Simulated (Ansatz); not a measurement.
What does this script print? It uses the Ansatz DFT code, driven from Python.

`ch3ite.py`:
```python
# -*- coding: utf-8 -*-
import ansatz as az
import numpy as np

GEOMETRY = """
Te   -1.38570   -1.00000   -0.01520
C     0.48830   -0.09620    0.34250
I     0.29510    2.03390    0.36180
H    -1.42490   -0.16330   -1.57950
H     1.19620   -0.40550   -0.47720
H     0.87310   -0.43290    1.32130
"""

geometry = az.Crystal.molecule()
for line in GEOMETRY.strip().splitlines():
    symbol, *xyz = line.split()
    geometry = geometry.atom(symbol, [float(v) for v in xyz])

setup = (
    geometry.calculation()
    .basis(gaussian="def2-SVP")
    .functional("PBE0")
)
symbols = [site.symbol for site in geometry.cartesian_sites]
pairs = [(0, 1), (0, 3), (1, 2), (1, 4), (1, 5)]
print("held (A)   E (eV)        ", "  ".join(f"{symbols[i]}{i}-{symbols[j]}{j}" for i, j in pairs))
for length in [1.04, 1.13, 1.22, 1.35, 1.52]:
    report = setup.relax(constraints=[az.DistanceConstraint((1, 4), at=length)], force_tolerance=0.02, max_steps=60).run(threads=1, pin="off").report
    xyz = np.array(report["positions_ang"])
    print(f"{length:6.2f} {report['free_energy_ev']:14.5f}  ", "  ".join(f"{np.linalg.norm(xyz[i] - xyz[j]):.3f}" for i, j in pairs))
```

```console
$ python ch3ite.py
held (A)   E (eV)         Te0-C1  Te0-H3  C1-I2  C1-H4  C1-H5
DeckWarning: relax.constraints: the input's atoms, or those drawn, lie off the distances that are held; a relaxation that starts there is brought onto them ahead of its first SCF, by positions alone, [...]
  1.04   -16477.77938   2.148  1.665  2.155  1.040  1.096
  1.13   -16477.81830   2.147  1.665  2.154  1.130  1.097
  1.22   -16477.62304   2.146  1.664  2.150  1.220  1.097
  1.35   -16477.12439   2.143  1.664  2.145  1.350  1.097
  1.52   -16476.33063   2.138  1.664  2.136  1.520  1.097
```
(Warnings from the package without file and line, shortened, repeats left out.)

What to keep in mind:
- Total energies depend on the basis set; only differences at equal settings carry meaning.
- The energies are electronic: no zero-point or thermal terms, and the basis set is short of its limit.
- def2 sets replace the cores of elements past krypton by effective core potentials.
- Run time: 2.8 min on 1 thread of Arm Neoverse V2, with other jobs on the host, peak memory 0.26 GiB.
